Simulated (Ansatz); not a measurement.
**CH₅GeO radical: basis-set convergence**

Aim: see how fast density functionals converge with the basis set for CH₅GeO radical.

The runs use Ansatz 0.2.0, Gaussian basis; one geometry, several basis sets.

Levels to be run: PBE0-D4/def2-SVP; ωB97M-V/def2-SVP; PBE0-D4/def2-QZVPP; ωB97M-V/def2-QZVPP; the functionals' def2-TZVPP values are taken from earlier runs.

### Step 1. The relaxed structure

An earlier PBE0-D4/def2-TZVP relaxation fixed the geometry.

SMILES `[CH2][GeH2][OH]`, 8 atoms, charge 0, spin multiplicity 2.

Atoms are counted from 1 here; the program's logs count them from 0.

Bond lengths: C1–Ge2 1.908 Å, C1–H4 1.084 Å, C1–H5 1.084 Å, Ge2–O3 1.784 Å, Ge2–H6 1.546 Å, Ge2–H7 1.546 Å, O3–H8 0.959 Å. Angles: Ge2–C1–H4 122.8°, Ge2–C1–H5 120.5°, H4–C1–H5 116.8°, C1–Ge2–O3 103.9°, C1–Ge2–H6 112.6°, C1–Ge2–H7 112.6°, O3–Ge2–H6 109.6°, O3–Ge2–H7 109.6°, H6–Ge2–H7 108.4°, Ge2–O3–H8 112.9°.

### Step 2. PBE0-D4 in def2-SVP

Contents of in.yaml:

```yaml
crystal:
  periodic: [false, false, false]
  atoms:
    - {symbol: C, position_ang: [-1.059320, 0.554327, -0.812359]}
    - {symbol: Ge, position_ang: [0.564355, 0.058264, 0.058304]}
    - {symbol: O, position_ang: [0.067669, -1.222834, 1.196746]}
    - {symbol: H, position_ang: [-1.102398, 1.313067, -1.585213]}
    - {symbol: H, position_ang: [-1.994787, 0.075673, -0.545291]}
    - {symbol: H, position_ang: [1.200540, 1.229586, 0.841997]}
    - {symbol: H, position_ang: [1.618112, -0.500436, -0.925521]}
    - {symbol: H, position_ang: [0.798127, -1.564747, 1.715637]}
basis:
  gaussian: {orbitals: def2-SVP}
magnetization: {spin_polarized: true, initial_magnetization: 1}
hamiltonian: {xc: pbe0, dispersion: d4}
output: {orbitals: {seedname: orbitals}}
```

Started as:

```console
ansatz run in.yaml --threads 4 --pin off --events-out ev --progress --plain --max-ram 10444MiB
```

The runs that follow: ωB97M-V in def2-SVP; PBE0-D4 in def2-QZVPP; ωB97M-V in def2-QZVPP.

**Question.** What will the summary of the whole plan be? Wanted: PBE0-D4: double and triple zeta above quadruple; ωB97M-V: double and triple zeta above quadruple.

As calculated:

| quantity | value |
| --- | --- |
| PBE0-D4: double and triple zeta above quadruple | 12.46, 1.42 eV |
| ωB97M-V: double and triple zeta above quadruple | 12.56, 1.38 eV |

In words: For PBE0-D4 the step from double to triple zeta gains 11.04 eV and the next only 1.42 eV. These are total energies; as a rule much of such shifts cancels in differences, which this series doesn't test.
